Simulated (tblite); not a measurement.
# AsF3H3N: the cost of one run

Programs: tblite 0.8.0 and PySCF 2.14.0. All values are calculated, for the isolated system unless a continuum is named. Atoms count from 0, parts from 1.

### 1 The system as given

8 atoms, charge 0, multiplicity 1; geometry: rigid parts in contact. Parts: 1 = atoms 0–3, `F[As](F)F`, charge 0; 2 = atoms 4–7, `N`, charge 0.

### 2 Docking the parts with GFN2-xTB

What the job is given:

```
{"job": {"kind": "dock", "xc": "GFN2-xTB", "basis": "xTB"}, "charge": 0, "multiplicity": 1, "parts": [{"atoms": "0-3", "charge": 0, "multiplicity": 1}, {"atoms": "4-7", "charge": 0, "multiplicity": 1}]}
F     -0.816808    -1.181086    -0.252325
As    -0.008608    -0.003964     0.706864
F      1.436823    -0.117400    -0.218783
F     -0.611406     1.302450    -0.235755
N      0.963153     2.248088     1.744351
H      1.327655     1.409086     2.178787
H      1.752938     2.805465     1.442668
H      0.470583     2.773421     2.456301
```

With the program's defaults for keys left out, this is: GFN2-xTB search for minima from random contacts, gas phase.

Run with:

```sh
$ OMP_NUM_THREADS=1 python cluster_run.py task.json out
```

One launch serves the whole session: the jobs run in the order shown.

Q: Estimate the wall time of this first job on 1 thread of Intel Xeon Platinum 8488C, shared host.

About 1.5 s.
